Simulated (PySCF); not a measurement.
# C5H10SSi: electronic excitations

Wanted: the electronic excitations of C5H10SSi (`C#C[SiH2]SC(C)C`), by calculation.

The runs use PySCF 2.14.0, with density-fitted response routines of our own; the level of theory stands in each step. All values are computed, except where a source is named. Atoms count from 0, in the outputs and in this text.

## Step 1: The molecule as given

17 atoms, charge 0, multiplicity 1; geometry from: GFN2-xTB.

Bonds of the start (Å): C0–C1 1.20, C1–Si2 1.85, Si2–S3 2.15, S3–C4 1.85, C4–C5 1.52, C4–C6 1.52, C0–H7 1.05, Si2–H8 1.45, Si2–H9 1.46, C4–H10 1.09, C5–H11 1.09, C5–H12 1.09, C5–H13 1.09, C6–H14 1.09, C6–H15 1.09, C6–H16 1.09.

## Step 2: Excited states and response: PBE0/def2-SVPD

What the job is given:

```
{"job": {"kind": "uv", "xc": "PBE0", "basis": "def2-SVPD", "nstates": 8, "ntriplets": 3}, "charge": 0, "multiplicity": 1}
C      3.077065     1.176184     0.721558
C      2.626899     0.162178     0.256922
Si     1.845789    -1.335307    -0.494686
S      0.002300    -0.704489    -1.398690
C     -0.809963     0.187120     0.001669
C     -1.598669    -0.795394     0.849927
C     -1.696555     1.274070    -0.581413
H      3.487433     2.054869     1.130354
H      2.631028    -1.858057    -1.598909
H      1.575144    -2.299966     0.571291
H     -0.005006     0.638991     0.587281
H     -2.361024    -1.281877     0.244910
H     -2.085996    -0.271859     1.671009
H     -0.947154    -1.560746     1.266065
H     -1.107533     1.959374    -1.186032
H     -2.175592     1.834365     0.219546
H     -2.465165     0.832574    -1.211852
```

Method: TDDFT PBE0/def2-SVPD, vertical, gas phase, core orbitals frozen in the response.

Started as:

```bash
$ OMP_NUM_THREADS=1 python probes_run.py task.json out
```

This one command runs all jobs of the session in turn.

What will the session give for the following? lowest singlet (PBE0/def2-SVPD); brightest single state of those computed; lowest triplet. Wanted: lowest singlet; brightest single state of those computed; lowest triplet.

As calculated:

```
                                quantity                        value
         lowest singlet (PBE0/def2-SVPD)  5.05 eV (245 nm), f = 0.012
brightest single state of those computed  state 8, 6.74 eV, f = 0.018
                          lowest triplet                      4.73 eV
```

In words: The first singlet state (HOMO→LUMO 0.96) lies at 5.05 eV and is weak; of the 8 states computed, the strongest absorption comes from states 6 to 7 together at 6.44 eV. The lowest triplet lies 0.33 eV below the lowest singlet (triplets in Tamm-Dancoff, singlets in full TDDFT).
